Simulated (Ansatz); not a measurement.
The system is ScNbN.

```
Nb Sc N
1.0
     3.11097    0.00000    0.00000
    -1.55549    2.69418    0.00000
     0.00000    0.00000   10.35715
Nb Sc N
2 2 2
Direct
  0.33333 0.66667 0.24743
  0.66667 0.33333 0.75257
  0.00000 0.00000 0.00000
  0.00000 0.00000 0.50000
  0.33333 0.66667 0.62781
  0.66667 0.33333 0.37219
```

The cell comes from a database or a generator and needn't be the stable form of this composition.

| Property | Result |
| --- | --- |
| Program | Ansatz 0.2.0 |
| Task | single point |
| Functional | PBE |
| Potentials or basis | Ansatz PAW |
| Cutoff | 420 eV (not typed: the program's choice for these potentials) |
| k mesh | 10 × 10 × 3 |
| Occupations | fermi-dirac, width 0.05 eV |
| Spin | no spin polarisation |

On this cell: pressure -2.1 GPa; largest force 0.210 eV/Å; band gap on the k mesh none (metal or under the smearing width).

The same run follows on a disturbed copy (atoms moved at random, drawn with an rms of 0.05 Å):

```
Nb Sc N
1.0
     3.11097    0.00000    0.00000
    -1.55549    2.69418    0.00000
     0.00000    0.00000   10.35715
Nb Sc N
2 2 2
Direct
  0.33522 0.65951 0.24969
  0.68159 0.34681 0.75796
  0.99526 0.99945 0.00448
  0.00308 0.99039 0.49670
  0.34092 0.68158 0.63006
  0.66071 0.32025 0.36979
```

Question: What changes?

Answer: The energy (extrapolated to zero smearing) moves by +9.7 meV/atom; pressure -2.2 GPa; largest force 0.798 eV/Å; band gap on the k mesh none (metal or under the smearing width).

Forces on the atoms (eV/Å):
```
Nb  -0.126 -0.084 -0.397
Nb  -0.155  0.004 -0.783
Sc   0.073  0.018 -0.108
Sc  -0.213  0.162  0.749
N    0.219 -0.296  0.225
N    0.202  0.195  0.315
```

Stress tensor (GPa, compression positive):
```
-2.24 -0.05 -0.06
-0.05 -1.95 -0.58
-0.06 -0.58 -2.44
```
